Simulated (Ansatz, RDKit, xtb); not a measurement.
# C5H5BF2O: ranking a sample of isomers, part 2 of 2

Which of a sample of isomers of C5H5BF2O is the most stable in the gas at 298.15 K, and what are its properties? The sample is small against all isomers, and the most stable one of this formula need not be in it.

xtb, Ansatz and PySCF; isolated molecules. Earlier steps stand in the parts before.

### 7 Are they minima? Harmonic frequencies

The lowest few in one piece go on as finalists. In this search the thermal terms come from GFN2-xTB at its own nearest minimum. The first, c300a:

File start.xyz:

```xyz
14
c300a
C      1.710111     0.976865     2.231642
C      0.454039     0.503675     1.592692
C      0.145854    -0.611473     0.828556
C     -1.236825    -0.503622     0.507092
C     -1.702435     0.668796     1.089487
B     -3.086022     1.332167     1.105615
F     -4.110369     0.755197     0.468195
F     -3.323977     2.481960     1.738046
O     -0.649716     1.274646     1.752406
H      2.005779     1.974230     1.844525
H      1.588174     1.075984     3.330401
H      2.532327     0.265670     2.032684
H      0.842049    -1.406504     0.540134
H     -1.840315    -1.200737    -0.085606
```

On the command line:

```
$ xtb start.xyz --gfn 2 --ohess tight
```

Output (excerpt; [...] marks lines left out):

```text
* xtb version 6.7.1
[...]
          :  # basis functions                  41          :
[...]
          :  # electrons                        48          :
[...]
          :  Hamiltonian                  GFN2-xTB          :
[...]
          :  net charge                          0          :
          :  unpaired electrons                  0          :
[...]
   *** convergence criteria satisfied after 12 iterations ***
[...]
   *** GEOMETRY OPTIMIZATION CONVERGED AFTER 8 ITERATIONS ***
[...]
   *** convergence criteria satisfied after 3 iterations ***
[...]
         ::                     SUMMARY                     ::
         :::::::::::::::::::::::::::::::::::::::::::::::::::::
         :: total energy             -28.116656909233 Eh    ::
         :: gradient norm              0.000347343174 Eh/a0 ::
         :: HOMO-LUMO gap              3.612735204772 eV    ::
         ::.................................................::
         :: SCC energy               -28.399973656992 Eh    ::
         :: -> isotropic ES            0.062944164824 Eh    ::
         :: -> anisotropic ES          0.000799238219 Eh    ::
         :: -> anisotropic XC         -0.000280350096 Eh    ::
         :: -> dispersion             -0.009197086792 Eh    ::
         :: repulsion energy           0.283316747759 Eh    ::
         :: add. restraining           0.000000000000 Eh    ::
         :: total charge               0.000000000000 e     ::
         :::::::::::::::::::::::::::::::::::::::::::::::::::::
[...]
        24        2.0000           -0.4042029             -10.9989 (HOMO)
        25                         -0.2714373              -7.3862 (LUMO)
[...]
molecular dipole:
                 x           y           z       tot (Debye)
 q only:        1.485      -0.517       0.099
   full:        1.469      -0.530       0.086       3.974
molecular quadrupole (traceless):
[...]
          | TOTAL ENERGY              -28.116656909235 Eh   |
          | TOTAL ENTHALPY            -28.012114635690 Eh   |
          | TOTAL FREE ENERGY         -28.056283508277 Eh   |
          | GRADIENT NORM               0.000347482995 Eh/α |
[...]
```

Wall time 0.15 s (4 threads of Arm Neoverse V2, shared host).

### 8 Thermal terms of the finalists

As xtb prints them, at 298.15 K, with its own treatment of low modes:

```tsv
label	SMILES	spin	lowest mode (cm⁻¹)	zero-point (kcal/mol)	G − E (kcal/mol)
c300a	Cc1ccc(B(F)F)o1	singlet	29	59.5	37.9
c147a	FB(F)C1=COC=CC1	singlet	50	59.7	38.5
c440c	FBc1occc1CF	singlet	28	58.4	37.1
```

### 9 Last filter: a higher level

Each finalist gets a single point at CCSD(T)/def2-SVP + MP2/def2-TZVPP - MP2/def2-SVP.

c300a, CCSD(T)/def2-SVP:

File input.yaml:

```yaml
crystal:
  periodic: [false, false, false]
  atoms:
    - {symbol: C, position_ang: [1.710111, 0.976865, 2.231642]}
    - {symbol: C, position_ang: [0.454039, 0.503675, 1.592692]}
    - {symbol: C, position_ang: [0.145854, -0.611473, 0.828556]}
    - {symbol: C, position_ang: [-1.236825, -0.503622, 0.507092]}
    - {symbol: C, position_ang: [-1.702435, 0.668796, 1.089487]}
    - {symbol: B, position_ang: [-3.086022, 1.332167, 1.105615]}
    - {symbol: F, position_ang: [-4.110369, 0.755197, 0.468195]}
    - {symbol: F, position_ang: [-3.323977, 2.481960, 1.738046]}
    - {symbol: O, position_ang: [-0.649716, 1.274646, 1.752406]}
    - {symbol: H, position_ang: [2.005779, 1.974230, 1.844525]}
    - {symbol: H, position_ang: [1.588174, 1.075984, 3.330401]}
    - {symbol: H, position_ang: [2.532327, 0.265670, 2.032684]}
    - {symbol: H, position_ang: [0.842049, -1.406504, 0.540134]}
    - {symbol: H, position_ang: [-1.840315, -1.200737, -0.085606]}
basis:
  gaussian:
    orbitals: def2-SVP
magnetization:
  spin_polarized: false
  initial_magnetization: 0
correlation:
  method: ccsd_t
  frozen_orbitals: {H: 0, C: 1, F: 1, O: 1, B: 1}
```

On the command line:

```
$ ansatz run input.yaml --threads 4 --pin off --max-ram 7830MiB --events-out events.jsonl --progress --plain --runs-dir runs
```

Output (excerpt; [...] marks lines left out):

```text
Warning: RAYON_NUM_THREADS=4 ignored (pool sized by the plan → 4); use --threads N
Functional definition: HF
  name "HF"
[...]
1519 factors; integrals over basis functions are off by at most 1.2e-3 eV
[...]
mean field -13344.99576710 eV, -490.4195488781 hartree, gradient 2.2e-6 eV, S^2 0.000000; 0 other end points of the search recorded, 0 dependent functions left out; unrestricted orbitals would lower it
9 core orbitals not correlated: weight in the atoms' cores, before any rotation towards them, 1.000 or more for the frozen orbitals, at most 0.000 for the correlated occupied ones
reference -13344.99576710 eV, -490.4195488781 hartree; 24, 24 occupied and 118, 118 virtual orbitals, 1519 factors
second order -34.97962133 eV of doubles, -0.00000000 eV of singles
cycle   1  -34.97282878 eV  change    6.8e-3 eV  update   1.5e-1
[...]
cycle  10  -36.07383214 eV  change   -3.0e-5 eV  update   1.9e-5
perturbative correction -1.20305389 eV, -0.0442114150 hartree
Total energy: -13382.27265313 eV, -491.7894491725 hartree
```

Wall time 42 s (4 threads of Arm Neoverse V2, shared host); peak memory 1.6 GiB.

### 10 c300a at MP2/def2-TZVPP

Changes to input.yaml since step 9:

```diff
@@ -19,8 +19,5 @@
   gaussian:
-    orbitals: def2-SVP
-magnetization:
-  spin_polarized: false
-  initial_magnetization: 0
+    orbitals: def2-TZVPP
 correlation:
-  method: ccsd_t
+  method: mp2
   frozen_orbitals: {H: 0, C: 1, F: 1, O: 1, B: 1}
```

On the command line:

```
$ ansatz run input.yaml --threads 4 --pin off --max-ram 7830MiB --events-out events.jsonl --progress --plain --runs-dir runs
```

Output:

```text
Warning: RAYON_NUM_THREADS=4 ignored (pool sized by the plan → 4); use --threads N
[... 2 set-up lines as earlier in the session ...]
  exchange = exact_x
  correlation = 0
2184 factors; integrals over basis functions are off by at most 1.0e-3 eV
mean field evaluation 1: about -13355.1872 eV, gradient 4.7e1 eV
mean field evaluation 2: about -13355.6293 eV, gradient 4.7e1 eV
mean field evaluation 4: about -13360.6396 eV, gradient 5.4e0 eV
mean field evaluation 8: about -13360.7314 eV, gradient 3.8e-1 eV
mean field -13360.73214803 eV, -490.9978502105 hartree, gradient 7.7e-6 eV, S^2 0.000000; 0 other end points of the search recorded, 0 dependent functions left out; unrestricted orbitals would lower it
mean field evaluation 16: about -13360.7096 eV, gradient 1.7e0 eV
9 core orbitals not correlated: weight in the atoms' cores, before any rotation towards them, 1.000 or more for the frozen orbitals, at most 0.000 for the correlated occupied ones
reference -13360.73214803 eV, -490.9978502105 hartree; 24, 24 occupied and 316, 316 virtual orbitals, 2184 factors
second order -43.98070276 eV of doubles, -0.00000000 eV of singles
Total energy: -13404.71285079 eV, -492.6141112256 hartree
```

Wall time 8.7 s (4 threads of Arm Neoverse V2, shared host); peak memory 1.3 GiB.

### 11 c147a at CCSD(T)/def2-SVP

File input.yaml:

```yaml
crystal:
  periodic: [false, false, false]
  atoms:
    - {symbol: C, position_ang: [0.623575, 0.764104, 1.382582]}
    - {symbol: C, position_ang: [0.434641, 1.174897, 2.666426]}
    - {symbol: C, position_ang: [-1.805723, 1.726702, 2.322486]}
    - {symbol: C, position_ang: [-1.765369, 1.357156, 1.031760]}
    - {symbol: C, position_ang: [-0.518407, 0.817612, 0.378754]}
    - {symbol: B, position_ang: [2.021966, 0.249833, 0.994298]}
    - {symbol: F, position_ang: [2.279878, -0.171205, -0.249836]}
    - {symbol: F, position_ang: [3.038725, 0.196695, 1.865785]}
    - {symbol: O, position_ang: [-0.722863, 1.654192, 3.185390]}
    - {symbol: H, position_ang: [1.229041, 1.155692, 3.428051]}
    - {symbol: H, position_ang: [-2.689116, 2.124341, 2.839941]}
    - {symbol: H, position_ang: [-2.688188, 1.458676, 0.440750]}
    - {symbol: H, position_ang: [-0.709335, -0.192744, -0.052435]}
    - {symbol: H, position_ang: [-0.237734, 1.441516, -0.501747]}
basis:
  gaussian: {orbitals: def2-SVP}
correlation: {method: ccsd_t, frozen_orbitals: {H: 0, C: 1, F: 1, O: 1, B: 1}}
```

On the command line:

```
$ ansatz run input.yaml --threads 4 --pin off --max-ram 7830MiB --events-out events.jsonl --progress --plain --runs-dir runs
```

Output (excerpt; [...] marks lines left out):

```text
Warning: RAYON_NUM_THREADS=4 ignored (pool sized by the plan → 4); use --threads N
[... 2 set-up lines as earlier in the session ...]
[...]
1519 factors; integrals over basis functions are off by at most 1.3e-3 eV
[...]
mean field -13344.44335085 eV, -490.3992479553 hartree, gradient 1.7e-6 eV, S^2 0.000000; 0 other end points of the search recorded, 0 dependent functions left out
9 core orbitals not correlated: weight in the atoms' cores, before any rotation towards them, 1.000 or more for the frozen orbitals, at most 0.000 for the correlated occupied ones
reference -13344.44335085 eV, -490.3992479553 hartree; 24, 24 occupied and 118, 118 virtual orbitals, 1519 factors
second order -34.64256366 eV of doubles, -0.00000000 eV of singles
cycle   1  -34.88499728 eV  change   -2.4e-1 eV  update   1.4e-1
[...]
cycle   9  -35.96498314 eV  change   -1.9e-5 eV  update   5.0e-5
perturbative correction -1.15901835 eV, -0.0425931387 hartree
Total energy: -13381.56735234 eV, -491.7635298464 hartree
```

Run time: 41 s. Hardware: 4 threads of Arm Neoverse V2, shared host; peak memory 1.6 GiB.

For c300a, c440c the log finds that unrestricted Hartree-Fock orbitals lie lower, a sign to watch the closed-shell reference there.

### 12 The ranking

Energies in kcal/mol from c300a; G adds the thermal terms to the CCSD(T)/def2-SVP + MP2/def2-TZVPP - MP2/def2-SVP energy. The columns left of the relaxed level are at the tight-binding geometries.

```tsv
label	SMILES	spin	GFN2-xTB	HF/STO-3G	r2SCAN-D4/def2-SVP	PBE-D3(BJ)/def2-SVP	HF/def2-SVP	MP2/def2-SVP	CCSD(T)/def2-SVP + MP2/def2-TZVPP - MP2/def2-SVP	G	share at equilibrium	T1
c300a	Cc1ccc(B(F)F)o1	singlet	0.0	0.0	0.0	0.0	0.0	0.0	0.0	0.0	100.0 %	0.014
c147a	FB(F)C1=COC=CC1	singlet	19.0	20.3	18.1	18.4	12.7	20.5	15.9	16.5	< 0.1 %	0.014
c440c	FBc1occc1CF	singlet	34.9	55.4	60.5	59.2	61.1	63.6	60.1	59.3	< 0.1 %	0.014
```

Lowest found: c300a, `Cc1ccc(B(F)F)o1`, a singlet. Bond lengths: C1–C2 1.487 Å, C2–C3 1.387 Å, C3–C4 1.424 Å, C4–C5 1.389 Å, C5–B6 1.534 Å, B6–F7 1.337 Å, B6–F8 1.334 Å, C2–O9 1.356 Å, C5–O9 1.384 Å, C1–H10 1.110 Å, C1–H11 1.110 Å, C1–H12 1.105 Å, C3–H13 1.095 Å, C4–H14 1.096 Å. Some angles: C1–C2–C3 132.9°, C1–C2–O9 117.1°, C3–C2–O9 110.0°, C2–C3–C4 106.2°, C3–C4–C5 107.1°, C4–C5–B6 132.2°, C4–C5–O9 108.4°, B6–C5–O9 119.4°, C5–B6–F7 119.9°, C5–B6–F8 122.6°.

```xyz
14

C     1.7101    0.9769    2.2316
C     0.4540    0.5037    1.5927
C     0.1459   -0.6115    0.8286
C    -1.2368   -0.5036    0.5071
C    -1.7024    0.6688    1.0895
B    -3.0860    1.3322    1.1056
F    -4.1104    0.7552    0.4682
F    -3.3240    2.4820    1.7380
O    -0.6497    1.2746    1.7524
H     2.0058    1.9742    1.8445
H     1.5882    1.0760    3.3304
H     2.5323    0.2657    2.0327
H     0.8420   -1.4065    0.5401
H    -1.8403   -1.2007   -0.0856
```

### 13 Results

The summary covers parts 1 to 2.

| quantity | value |
| --- | --- |
| lowest structure found | Cc1ccc(B(F)F)o1, singlet |
| next finalist | FB(F)C1=COC=CC1, singlet, 16.5 kcal/mol higher in G |
| share at equilibrium, among the finalists | 100.0 % |
| funnel | 32 starts, 25 minima at GFN2-xTB, 7 screening runs, 3 relaxed, 3 ranked |
| CPU time of all runs | 14 min |

In words: The search ends on `Cc1ccc(B(F)F)o1`. Among the finalists first place is clear (16.5 kcal/mol); structures outside the list aren't covered. GFN2-xTB, HF/STO-3G, r2SCAN-D4/def2-SVP, PBE-D3(BJ)/def2-SVP, HF/def2-SVP and MP2/def2-SVP already put its bonding pattern lowest among the structures in one piece. The largest share of the time went into the final energies (71 %). The search is not exhaustive (a finite list of starts, one conformer a finalist), so a lower isomer can't be ruled out. Only 12 drawn patterns were tried, so whole families of isomers are missing, and the result ranks this sample alone. The lowest isomer need not be the one that is made and kept in a bottle, which depends on barriers.
